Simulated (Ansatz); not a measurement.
# AlBFH3O: molecular dynamics

The task is to watch the atoms for 80 steps of 0.75 fs, started with velocities for 700 K and run at constant energy.

Program: Ansatz 0.2.0, Gaussian basis. Level of theory: CAM-B3LYP-D4/pcseg-2. These are calculated values, not measurements.

2 further runs of the same task are left out: 2 that didn't finish.

**1. Starting geometry**

SMILES `B[O][AlH][F]`, 7 atoms, charge 0, spin multiplicity 1.

Atoms are counted from 1 here; the program's logs count them from 0.

Bond lengths: B1–O2 1.335 Å, B1–H5 1.178 Å, B1–H6 1.177 Å, O2–Al3 1.662 Å, Al3–F4 1.646 Å, Al3–H7 1.496 Å. Angles: O2–B1–H5 119.3°, O2–B1–H6 119.7°, H5–B1–H6 121.0°, B1–O2–Al3 176.2°, O2–Al3–F4 123.4°, O2–Al3–H7 117.5°, F4–Al3–H7 119.1°.

As a file:

```xyz
7

B    -0.4343    1.2960    0.7030
O    -0.0465    0.1506    0.1368
Al    0.4110   -1.2300   -0.6670
F     0.9505   -2.5864    0.0943
H    -0.8137    2.1784    0.0203
H    -0.3916    1.4114    1.8731
H     0.3245   -1.2201   -2.1605
```

**2. The run**

Input file md/in.yaml:

```yaml
crystal:
  periodic: [false, false, false]
  atoms:
    - {symbol: B, position_ang: [-0.434270, 1.296030, 0.703020]}
    - {symbol: O, position_ang: [-0.046520, 0.150580, 0.136760]}
    - {symbol: Al, position_ang: [0.411010, -1.229950, -0.667000]}
    - {symbol: F, position_ang: [0.950490, -2.586440, 0.094330]}
    - {symbol: H, position_ang: [-0.813690, 2.178430, 0.020290]}
    - {symbol: H, position_ang: [-0.391560, 1.411410, 1.873140]}
    - {symbol: H, position_ang: [0.324530, -1.220050, -2.160540]}
basis:
  gaussian: {orbitals: pcseg-2}
hamiltonian: {xc: {name: CAM-B3LYP}, dispersion: d4}
md: {n_steps: 80, timestep: 0.75, temperature: 700, ensemble: nve, seed: 30, initial_velocities: maxwell_boltzmann}
```

On the command line:

```bash
> ansatz run in.yaml --threads 2 --pin off --events-out ev --progress --plain --max-ram 3481MiB
```

Before running it: what results should come out? Wanted: temperature at the start; mean temperature, second half; lowest and highest potential energy, from the first frame; largest change of potential + kinetic.

The runs gave:

```
                                                 quantity              value
                                                   length  80 steps, 60.0 fs
                                 temperature at the start              700 K
                            mean temperature, second half              468 K
lowest and highest potential energy, from the first frame      0 and 299 meV
                    largest change of potential + kinetic            2.6 meV
```

**Reading.** With no thermostat the total energy should stay fixed; it holds within 2.6 meV, small beside the kinetic energy, so the time step serves. The temperature runs between 241 and 700 K. The bonding pattern stays as it was.
